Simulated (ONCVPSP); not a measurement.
# An ONCV potential for W, from input to tests

Do these settings give a usable potential? It is generated, then checked for transferability, scattering, ghosts and hardness.

The numbers are computed with ONCVPSP 4.0.1.1 (patched build) (PBEsol, scalar-relativistic, spin-unpolarised reference atom).

## (1) The design

The settings as typed:

* element: tungsten (W, Z = 74)
* type: optimised norm-conserving Vanderbilt (ONCV)
* frozen core: [Kr] 4d10 4f14
* valence charge: 14
* reference configuration: 5s2 5p6 5d4 6s2
* partial waves: 5s+6s: rc 1.60 bohr, ncon 5, nbas 9, qcut 6.8 1/bohr, 2 projectors; 5p: rc 1.15 bohr, ncon 4, nbas 7, qcut 5.8 1/bohr, 3 projectors, debl 0.7 Ha; 5d: rc 2.50 bohr, ncon 4, nbas 9, qcut 7.1 1/bohr, 3 projectors, debl 2.7 Ha
* local potential: polynomial inside 1.00 bohr (lpopt 5, dvloc0 4 Ha)
* core correction: polynomial model core, fcfact 0.3

The outer shells as boxes (Hund's rule for the drawing; the calculation is spin-unpolarised):

```
[Kr] core
4d [↑↓][↑↓][↑↓][↑↓][↑↓]
4f [↑↓][↑↓][↑↓][↑↓][↑↓][↑↓][↑↓]
5s [↑↓]
5p [↑↓][↑↓][↑↓]
5d [↑ ][↑ ][↑ ][↑ ][  ]
6s [↑↓]
```

An earlier all-electron run gives the scale for the radii.

All-electron outer shells of the reference configuration (PBEsol, scalar-relativistic, ld1.x):

```csv
shell,level (eV),outermost node (bohr),outermost maximum (bohr)
5s,-79.11,0.53,0.96
5p,-43.22,0.57,1.09
4f,-33.24,–,0.43
6s,-5.75,1.28,2.64
5d,-4.51,0.63,1.49
6p,-1.33,1.54,3.70
```

## (2) Generating the potential

File W.dat:

```
# ATOM AND REFERENCE CONFIGURATION
# atsym  z   nc   nv     iexc    psfile
  W 74.00   10    4  -116133      upf
#
#   n    l    f
    1    0    2.00
    2    0    2.00
    2    1    6.00
    3    0    2.00
    3    1    6.00
    3    2   10.00
    4    0    2.00
    4    1    6.00
    4    2   10.00
    4    3   14.00
    5    0    2.00
    5    1    6.00
    5    2    4.00
    6    0    2.00
#
# PSEUDOPOTENTIAL AND OPTIMIZATION
# lmax
    2
#
#   l,   rc,      ep,       ncon, nbas, qcut
    0    1.60    0.00    5    9    6.80
    1    1.15    0.00    4    7    5.80
    2    2.50    0.00    4    9    7.10
#
# LOCAL POTENTIAL
# lloc, lpopt,  rc(5),   dvloc0
    4    5    1.00    4.00
#
# VANDERBILT-KLEINMAN-BYLANDER PROJECTORs
# l, nproj, debl
    0    2    1.00
    1    3    0.70
    2    3    2.70
#
# MODEL CORE CHARGE
# icmod, fcfact, rcfact
    1    0.30    0.00
#
# LOG DERIVATIVE ANALYSIS
# epsh1, epsh2, depsh
   -4.00    5.00    0.02
#
# OUTPUT GRID
# rlmax, drl
    6.00    0.01
#
# TEST CONFIGURATIONS
# ncnf
    4
# nvcnf
#   n    l    f
    4
    5    0    2.00
    5    1    6.00
    5    2    4.00
    6    0    1.00
#
    4
    5    0    2.00
    5    1    6.00
    5    2    4.00
    6    0    0.00
#
    4
    5    0    2.00
    5    1    6.00
    5    2    3.00
    6    0    0.00
#
    5
    5    0    2.00
    5    1    6.00
    5    2    4.00
    6    0    1.00
    6    1    1.00
#
```

On the command line:

```
$ oncvpsp.x < W.dat > W.out
```

Q: Predict the outcome of this session. Wanted: cutoffs for 1 and 0.1 mHa per electron, occupied waves; bound ghosts; GHOST(+) flags; largest test error; largest phase difference near zero energy, channels read; rms error of d²Exc/dn², without and with the model core; projector energies reset by the program.

The runs gave:

| quantity | value |
| --- | --- |
| cutoffs for 1 and 0.1 mHa per electron, occupied waves | 95 Ha and 113 Ha |
| bound ghosts | p at -386.77 eV |
| GHOST(+) flags | s at 96 eV, p at 592 eV |
| largest test error (AE − PS) | -29 meV, for 5s2 5p6 5d3 6s0 |
| largest phase difference near zero energy, channels read | 0.000 rad |
| rms error of d²Exc/dn², without and with the model core | 6.55 and 0.25 mHa |
| projector energies reset by the program | p: -1.588, 0.250, 0.950 Ha |

It has a bound ghost (p), a state that the atom doesn't have, and that rules the file out. The worst unpolarised test, 5s2 5p6 5d3 6s0, is off by 29 meV on 50.0 eV; by total energies transferability rates as fair. That test lies far up in energy; among those under 40 eV, nearer to bonding, the largest error is 13 meV. The potential is very hard: the looser tolerance needs 95 Ha. The 5p wave sets it; 5s needs 21 Ha. Near zero energy the phases of the channels with partial waves agree within 0.001 rad. The program also flags highly localised states, GHOST(+) (s, p). Note that the frozen 4f shell (-33 eV) lies no deeper than the valence 5s shell (-79 eV). These are tests on the free atom; a crystal test is still owed.
